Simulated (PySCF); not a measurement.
# The bond of BBr, level by level

The task here is to estimate one member of a computed series from the others.

The runs use PySCF 2.14.0; B def2-TZVPPD, Br def2-TZVPPD, no relativity.

Set-up of the first run:

The job is set up so:

```
atoms                         : B, Br
charge                        : 0
basis                         : B def2-TZVPPD, Br def2-TZVPPD
Hamiltonian                   : no relativity
basis functions               : 94
electrons treated             : 40
masses in u                   : 11.0093, 78.9183
levels                        : PBE0, PBE, r²SCAN, BHandHLYP, PW91, LDA, MN15, r²SCAN0, CAM-B3LYP, HF, MP2, SCS-MP2, CCSD, CCSD(T)
grid                          : 80 radial by 434 angular points
occupations                   : held fixed by the projection of orbital angular momentum
dissociation limit            : B + Br, each in its ground configuration
starting distance in angstrom : 1.930
values of 2S to try           : 0, 2
```

Launch:

```sh
$ OMP_NUM_THREADS=2 python dia.py task.json out
```

Steps of the session up to this table: Set-up; The PBE0 curve of the state that the search chose; Higher solutions at PBE0; PBE; r²SCAN (meta-GGA); BHandHLYP; PW91 (GGA); LDA (local density); MN15; r²SCAN0 (hybrid meta-GGA); CAM-B3LYP (range-separated hybrid); RHF; Adding correlation.

One of the session's tables, all rows but one given; the rest of the session is left out.

Energy (eV) from each level's lowest point:

```
R (Å)    RHF  RHF-MP2  RHF-SCS-MP2  RHF-CCSD  RHF-CCSD(T)
1.633  0.963    0.841        0.875       n/a          n/a
1.709  0.432    0.351        0.374     0.407        0.413
1.785  0.139    0.094        0.107     0.126        0.129
1.842  0.033    0.012        0.018     0.027        0.029
1.899  0.000    0.000        0.000     0.000        0.000
1.956  0.022    0.042        0.036     0.028        0.026
2.032      ?        ?            ?         ?            ?
2.127  0.299    0.371        0.348     0.323        0.315
2.241  0.582    0.685        0.651     0.617        0.605
2.393  1.009    1.149        1.102       n/a          n/a
```

Estimate the missing values for R (Å) = 2.032.

Worked estimate for «RHF». A straight line through the neighbours (1.956, 0.022) and (2.127, 0.299) gives 0.022 + (0.299 − 0.022) × (2.032 − 1.956) / (2.127 − 1.956) = 0.145; a parabola fitted to 4 rows on both sides gives 0.122.

As computed: RHF: 0.114; RHF-MP2: 0.158; RHF-SCS-MP2: 0.145; RHF-CCSD: 0.128; RHF-CCSD(T): 0.124. In «RHF» the line misses by +0.031 and the parabola by +0.008.

To keep in mind: Lowest PBE0 solution found, without spin–orbit coupling: ¹Σ⁺ (singlet), closed shell. Warnings in the runs' records: inverted.
